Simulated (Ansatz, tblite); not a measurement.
# Ga8As8 wurtzite off sphere (Ga8As8H22): rung by rung

The task here is to estimate one member of a computed series from the others.

Program: Ansatz 0.2.0, Gaussian basis. Level of theory: as each input shows. These are calculated values, not measurements.

The runs, in order: GFN1-xTB, GFN2-xTB, PBE-D4/def2-SVP, r2SCAN-D4/def2-SVP, PBE-QIDH/def2-SVP, r2SCAN0-D4/def2-SVP, PBE0-D4/def2-TZVP, PBE-D4/def2-TZVP, HF/STO-3G, MP2/def2-SVP, RPA/def2-SVP.

### The structure

The geometry is that of the singlet, from an earlier relaxation (PBE-D4/def2-SVP).

38 atoms, charge 0, spin multiplicity 1.

Bond lengths: Ga1–As2 2.548 Å, Ga1–As3 2.506 Å, Ga1–H17 1.577 Å, Ga1–H18 1.577 Å, As2–Ga5 2.499 Å, As2–H19 1.526 Å, As2–H20 1.526 Å, As3–Ga4 2.473 Å, As3–Ga11 2.465 Å, As3–H21 1.528 Å, Ga4–As6 2.500 Å, Ga4–As7 2.473 Å, Ga4–H22 1.578 Å, Ga5–As6 2.478 Å, Ga5–As12 2.467 Å, Ga5–H23 1.575 Å, As6–Ga9 2.478 Å, As6–H24 1.527 Å and more. Angles: As2–Ga1–As3 94.8°, As2–Ga1–H17 105.9°, As2–Ga1–H18 105.7°, As3–Ga1–H17 109.9°, As3–Ga1–H18 109.7°, H17–Ga1–H18 126.1°, Ga1–As2–Ga5 124.3°, Ga1–As2–H19 110.1°, Ga1–As2–H20 110.1°, Ga5–As2–H19 106.0°, Ga5–As2–H20 106.0°, H19–As2–H20 96.8°, Ga1–As3–Ga4 113.0°, Ga1–As3–Ga11 111.0°, Ga1–As3–H21 106.3°, Ga4–As3–Ga11 116.2°, Ga4–As3–H21 104.7°, Ga11–As3–H21 104.6° and more.

PBE0-D4/def2-SVP was run before; its log isn't repeated, and its numbers join the tables.

The first run:

Tight binding, by tblite at 300 K electronic temperature and without a spin-polarisation term:

```python
tblite.interface.Calculator('GFN1-xTB', numbers, positions, charge=0, uhf=0).singlepoint()
```

Tight binding, by tblite at 300 K electronic temperature and without a spin-polarisation term:

```python
tblite.interface.Calculator('GFN2-xTB', numbers, positions, charge=0, uhf=0).singlepoint()
```

start.molden holds the orbitals of an earlier run on this state, given as this run's starting guess.

in.yaml reads:

```yaml
crystal:
  periodic: [false, false, false]
  atoms:
    - {symbol: Ga, position_ang: [0.514353, -4.489842, -1.472237]}
    - {symbol: As, position_ang: [0.520447, -4.208319, 1.060348]}
    - {symbol: As, position_ang: [0.533440, -2.031532, -1.956495]}
    - {symbol: Ga, position_ang: [-1.552661, -0.894483, -1.268628]}
    - {symbol: Ga, position_ang: [0.541854, -2.002000, 2.233383]}
    - {symbol: As, position_ang: [-1.370407, -0.791701, 1.222960]}
    - {symbol: As, position_ang: [-1.493045, 1.481577, -1.953248]}
    - {symbol: Ga, position_ang: [-3.630257, 2.695187, -1.465795]}
    - {symbol: Ga, position_ang: [-1.460178, 1.468176, 2.236575]}
    - {symbol: As, position_ang: [-3.381880, 2.555450, 1.066414]}
    - {symbol: Ga, position_ang: [2.637150, -0.998181, -1.193974]}
    - {symbol: As, position_ang: [2.449373, -0.772721, 1.265089]}
    - {symbol: As, position_ang: [2.387288, 1.379054, -1.945808]}
    - {symbol: Ga, position_ang: [0.455152, 2.784369, -1.190265]}
    - {symbol: Ga, position_ang: [2.732440, 1.574286, 2.137661]}
    - {symbol: As, position_ang: [0.558228, 2.505409, 1.268304]}
    - {symbol: H, position_ang: [-0.894577, -5.097230, -1.834698]}
    - {symbol: H, position_ang: [1.916419, -5.114195, -1.835360]}
    - {symbol: H, position_ang: [-0.626556, -5.002345, 1.678759]}
    - {symbol: H, position_ang: [1.655788, -5.021667, 1.674829]}
    - {symbol: H, position_ang: [0.565228, -1.895095, -3.478326]}
    - {symbol: H, position_ang: [-2.860722, -1.648577, -1.727040]}
    - {symbol: H, position_ang: [0.507303, -2.119215, 3.804082]}
    - {symbol: H, position_ang: [-2.611454, -1.508197, 1.750669]}
    - {symbol: H, position_ang: [-1.360073, 1.442888, -3.475227]}
    - {symbol: H, position_ang: [-4.861748, 1.780368, -1.828985]}
    - {symbol: H, position_ang: [-3.468847, 4.222044, -1.826531]}
    - {symbol: H, position_ang: [-1.577882, 1.494814, 3.807394]}
    - {symbol: H, position_ang: [-4.642783, 1.958364, 1.684583]}
    - {symbol: H, position_ang: [-3.517931, 3.944363, 1.683290]}
    - {symbol: H, position_ang: [3.967467, -1.650593, -1.730800]}
    - {symbol: H, position_ang: [3.668753, -1.541530, 1.769657]}
    - {symbol: H, position_ang: [2.390321, 1.382338, -3.471770]}
    - {symbol: H, position_ang: [3.695616, 2.133525, -1.738006]}
    - {symbol: H, position_ang: [0.555892, 4.263355, -1.725069]}
    - {symbol: H, position_ang: [2.666252, 1.534499, 3.712579]}
    - {symbol: H, position_ang: [3.888655, 2.242191, 1.286711]}
    - {symbol: H, position_ang: [0.503580, 3.945147, 1.774977]}
basis:
  gaussian: {orbitals: def2-SVP, fitting: {mean_field: def2-universal-jkfit}, initial_orbitals: start.molden}
hamiltonian: {xc: pbe, dispersion: d4}
scf: {omitted_lower_state_checks: [starts]}
output: {forces: true, orbitals: {seedname: orbitals}}
```

Started as:

```bash
> ansatz run in.yaml --threads 4 --pin off --events-out ev --progress --plain --max-ram 46080MiB --backend cuda --devices 0, --max-vram 37GiB
```

Steps of the session up to this table: PBE-D4/def2-SVP; r2SCAN-D4/def2-SVP; PBE-QIDH/def2-SVP; r2SCAN0-D4/def2-SVP; PBE0-D4/def2-TZVP; PBE-D4/def2-TZVP; HF/STO-3G; MP2/def2-SVP; RPA/def2-SVP.

One table of the session follows, with a row left open; its other results are not shown here.

It belongs to the step «Binding energy». 

| level | binding an atom (eV) |
| --- | --- |
| HF/def2-SVP | 1.737 |
| PBE-D4/def2-SVP | ? |
| PBE-D4/def2-TZVP | 2.600 |
| r2SCAN-D4/def2-SVP | 2.617 |
| PBE0-D4/def2-SVP | 2.600 |
| PBE0-D4/def2-TZVP | 2.594 |
| r2SCAN0-D4/def2-SVP | 2.597 |
| MP2/def2-SVP | 2.387 |

Q: Estimate the row for PBE-D4/def2-SVP from the others.

The run gave: binding an atom (eV): 2.606. In the column «binding an atom (eV)» it lies between PBE0-D4/def2-SVP (2.600) and r2SCAN-D4/def2-SVP (2.617).

Limits of these values: Free atoms were run apart at each level; binding is atoms less cluster, divided by the number of atoms, without zero-point or spin-orbit terms.
